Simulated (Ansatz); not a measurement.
**CH₅GeN: how energies converge with the basis set**

The task here is to estimate one member of a computed series from the others.

Computed with Ansatz 0.2.0, Gaussian basis. Level: one geometry, several basis sets.

Levels to be run: PBE0-D4/def2-SVP; ωB97M-V/def2-SVP; PBE0-D4/def2-QZVPP; ωB97M-V/def2-QZVPP; the functionals' def2-TZVPP values are taken from earlier runs.

## Structure used throughout

The geometry comes from an earlier relaxation with PBE0-D4 in a triple-zeta def2 set; it is a stationary point, not always the lowest conformer.

SMILES `[CH2]1[NH][GeH2]1`, 8 atoms, charge 0, spin multiplicity 1.

Atoms are counted from 1 here; the program's logs count them from 0.

Bond lengths: C1–N2 1.475 Å, C1–Ge3 1.917 Å, C1–H4 1.086 Å, C1–H5 1.088 Å, N2–Ge3 1.880 Å, N2–H6 1.014 Å, Ge3–H7 1.526 Å, Ge3–H8 1.523 Å. Angles: N2–C1–Ge3 65.8°, N2–C1–H4 114.2°, N2–C1–H5 118.6°, Ge3–C1–H4 119.8°, Ge3–C1–H5 117.3°, H4–C1–H5 113.3°, C1–N2–Ge3 68.5°, C1–N2–H6 111.7°, Ge3–N2–H6 113.9°, C1–Ge3–N2 45.7°, C1–Ge3–H7 118.2°, C1–Ge3–H8 123.5°, N2–Ge3–H7 116.5°, N2–Ge3–H8 113.4°, H7–Ge3–H8 117.3°.

The first run:

Input file in.yaml:

```yaml
crystal:
  periodic: [false, false, false]
  atoms:
    - {symbol: C, position_ang: [-0.653675, 0.443204, -0.552971]}
    - {symbol: N, position_ang: [-0.301882, 0.598712, 0.871071]}
    - {symbol: Ge, position_ang: [0.554278, -0.890460, 0.107180]}
    - {symbol: H, position_ang: [-1.694891, 0.188167, -0.728691]}
    - {symbol: H, position_ang: [-0.260376, 1.163318, -1.267842]}
    - {symbol: H, position_ang: [0.310019, 1.392866, 1.020794]}
    - {symbol: H, position_ang: [2.040119, -0.735160, -0.203239]}
    - {symbol: H, position_ang: [0.098509, -2.217747, 0.697898]}
basis:
  gaussian: {orbitals: def2-SVP}
hamiltonian: {xc: pbe0, dispersion: d4}
output: {orbitals: {seedname: orbitals}}
```

Started as:

```bash
> ansatz run in.yaml --threads 2 --pin off --events-out ev --progress --plain --max-ram 4352MiB
```

Among the steps run: PBE0-D4 in def2-SVP; ωB97M-V in def2-SVP; PBE0-D4 in def2-QZVPP; ωB97M-V in def2-QZVPP.

One of the session's tables, all rows but one given; the rest of the session is left out.

It belongs to the step «Functionals by basis». 

```
functional       basis  HOMO (eV)  LUMO (eV)
   PBE0-D4    def2-SVP      -6.29       0.15
   PBE0-D4  def2-TZVPP      -6.40      -0.06
   PBE0-D4  def2-QZVPP      -6.43      -0.26
   ωB97M-V    def2-SVP      -8.46       2.06
   ωB97M-V  def2-TZVPP      -8.58       1.75
   ωB97M-V  def2-QZVPP          ?          ?
```

Q: Estimate the row for ωB97M-V, def2-QZVPP from the others.

**Answer.** HOMO (eV): -8.61; LUMO (eV): 1.33. In the column «HOMO (eV)» it is the lowest.
